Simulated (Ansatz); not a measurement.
# Bi2Pd: the cost of one run

Computed with Ansatz 0.2.0 (DFT PBEsol, scalar-relativistic, unless a step's input says otherwise).

### 1 The structure to begin with

The structure is tetragonal, space group I4/mmm (No. 139). Conventional cell: a = 3.362 Å, b = 3.362 Å, c = 12.983 Å, α = 90.00°, β = 90.00°, γ = 90.00°. Around Bi (site symmetry 4mm) lie 4 Pd at 2.97 Å and 4 Bi at 3.36 Å. Pd (site symmetry 4/mmm) is surrounded by 8 Bi at 2.97 Å and 4 Pd at 3.36 Å.

Coordinates:

```cif
data_structure
_symmetry_space_group_name_H-M 'I4/mmm'
_symmetry_Int_Tables_number 139
_cell_length_a 3.3620
_cell_length_b 3.3620
_cell_length_c 12.9830
_cell_angle_alpha 90.000
_cell_angle_beta 90.000
_cell_angle_gamma 90.000
_cell_volume 146.75
loop_
_atom_site_label
_atom_site_type_symbol
_atom_site_symmetry_multiplicity
_atom_site_Wyckoff_symbol
_atom_site_fract_x
_atom_site_fract_y
_atom_site_fract_z
_atom_site_occupancy
Bi1 Bi 4 e 0.00000 0.00000 0.36300 1
Pd1 Pd 2 a 0.00000 0.00000 0.00000 1
```

The file gives the conventional cell by its symmetry; the runs use the cell typed in the input.

Atoms are numbered in the order of the input: Bi1, Bi2, Pd3.

### 2 Volume × 0.96, LAPW

Input file input.yaml:

```yaml
crystal:
  lattice:
    - [-1.6582809988, 1.6582809988, 6.4037662722]
    - [1.6582809988, -1.6582809988, 6.4037662722]
    - [1.6582809988, 1.6582809988, -6.4037662722]
  atoms:
    - { symbol: Bi, position: [0.363, 0.363, 0.0] }
    - { symbol: Bi, position: [0.637, 0.637, 0.0] }
    - { symbol: Pd, position: [0.0, 0.0, 0.0] }
kpoints:
  mp_grid: { grid: [15, 15, 15] }
  band_path:
    path:
      - [0.0, 0.0, 0.0]
      - [0.0, 0.0, 0.5]
      - [0.25, 0.25, 0.25]
      - [0.0, 0.5, 0.0]
      - [0.0, 0.0, 0.0]
      - [0.5, 0.5, -0.5]
      - [0.2667642957, 0.7332357043, -0.2667642957]
      - [-0.2667642957, 0.2667642957, 0.2667642957]
      - [0.0, 0.0, 0.0]
    npoints: 5
scf:
  occupations: { method: fermi_dirac, width: 0.08 }
hamiltonian:
  xc: pbesol
  pseudopotentials: { kind: all_electron, lapw: { basis_error: 0.001 } }
output:
  forces: true
  stress: true
  eigenvalues: true
```

Command:

```console
ansatz run input.yaml --threads 1 --pin off --max-ram 4096MiB --backend cpu --events-out ev --progress --plain --runs-dir out
```

What time and memory should one allow on 1 thread of AMD EPYC 9R45 (Zen 5), shared host?

About 72 s, with a peak of 1.9 GiB.
